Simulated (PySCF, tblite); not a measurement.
# C₇H₁₂OSi: geometry, infrared bands and NMR shifts

What infrared bands and NMR shifts should C₇H₁₂OSi (`C=C[C@@H](C)C1=C[SiH2]CO1`) show?

The runs use tblite 0.8.0 and PySCF 2.14.0, with density-fitted response routines of our own; the level of theory stands in each step. All values are computed, except where a source is named. Atoms count from 0, in the outputs and in this text.

## Step 1: The starting structure

21 atoms, charge 0, multiplicity 1; geometry from: force field or distance geometry start.

Bonds of the start (Å): C0–C1 1.33, C1–C2 1.53, C2–C3 1.53, C2–C4 1.50, C4–C5 1.34, C5–Si6 1.85, Si6–C7 1.88, C7–O8 1.45, O8–C4 1.41, C0–H9 1.09, C0–H10 1.09, C1–H11 1.08, C2–H12 1.11, C3–H13 1.11, C3–H14 1.10, C3–H15 1.08, C5–H16 1.08, Si6–H17 1.49, Si6–H18 1.49, C7–H19 1.10, C7–H20 1.09.

## Step 2: Relaxing the molecule with GFN2-xTB

Job settings and geometry (Å):

```
{"job": {"kind": "relax", "xc": "GFN2-xTB", "basis": "xTB"}, "charge": 0, "multiplicity": 1}
C     -2.469300     1.954800    -0.267700
C     -1.726600     0.930900    -0.677300
C     -1.149600    -0.137300     0.255000
C     -1.736000    -1.499700    -0.111000
C      0.354100    -0.150300     0.206600
C      1.145300     0.168300     1.234800
Si     2.932100     0.046700     0.786700
C      2.379900    -0.468100    -0.934200
O      0.929700    -0.529200    -1.027900
H     -2.850300     2.683800    -0.979300
H     -2.744700     2.099400     0.774300
H     -1.485500     0.826400    -1.723600
H     -1.475100     0.089600     1.292000
H     -1.331600    -2.282300     0.559500
H     -2.829400    -1.500900     0.005100
H     -1.504300    -1.795800    -1.121400
H      0.825300     0.476500     2.223300
H      3.620800    -1.042900     1.541100
H      3.617800     1.363900     0.834900
H      2.764500    -1.463700    -1.185800
H      2.723900     0.247000    -1.685500
```

Started as:

```console
$ OMP_NUM_THREADS=1 python probes_run.py task.json out
```

This one command runs all jobs of the session in turn.

**Question.** This job is followed by: GFN2-xTB harmonic vibrations, gas phase; GIAO PBE0/pcSseg-1 NMR shielding, non-relativistic, gas phase. Predict these results of the whole session: strongest single infrared mode (GFN2-xTB); zero-point energy (GFN2-xTB); 13C shifts against TMS (PBE0/pcSseg-1); 1H shifts against TMS (PBE0/pcSseg-1, means over atoms taken as alike); 29Si shifts against TMS (PBE0/pcSseg-1); 17O shifts against H2O (PBE0/pcSseg-1).

As calculated:

```
                                                              quantity                                                           value
                             strongest single infrared mode (GFN2-xTB)                                           2221 cm⁻¹, 476 km/mol
                                          zero-point energy (GFN2-xTB)                                                  104.5 kcal/mol
                                13C shifts against TMS (PBE0/pcSseg-1)                 189.8, 150.6, 119.8, 83.1, 58.7, 52.0, 22.1 ppm
1H shifts against TMS (PBE0/pcSseg-1, means over atoms taken as alike)  6.30, 5.32, 5.19, 4.77, 4.75, 4.44, 4.16, 4.16, 3.01, 1.22 ppm
                               29Si shifts against TMS (PBE0/pcSseg-1)                                                       -39.4 ppm
                                17O shifts against H2O (PBE0/pcSseg-1)                                                       149.7 ppm
```

What this shows: Over 40 steps the energy fell by 0.266 eV; of the close pairs, C4–O8 changed most, 1.414 to 1.347 Å. No mode is imaginary among the 57: a minimum at this level. The strongest single mode, at 2221 cm⁻¹, moves mainly H17. GFN2-xTB is a fitted tight-binding method: band positions and strengths are rough. Its intensities can rank the bands wrongly. H11 (hydrogen on an alkene CH) lies farthest downfield among hydrogen, at 6.30 ppm; a vinylic proton, deshielded by the sp2 carbon and the C=C anisotropy. At PBE0/pcSseg-1: Shielding is most anisotropic at C1 (span 238 ppm, paramagnetic term -220 ppm).
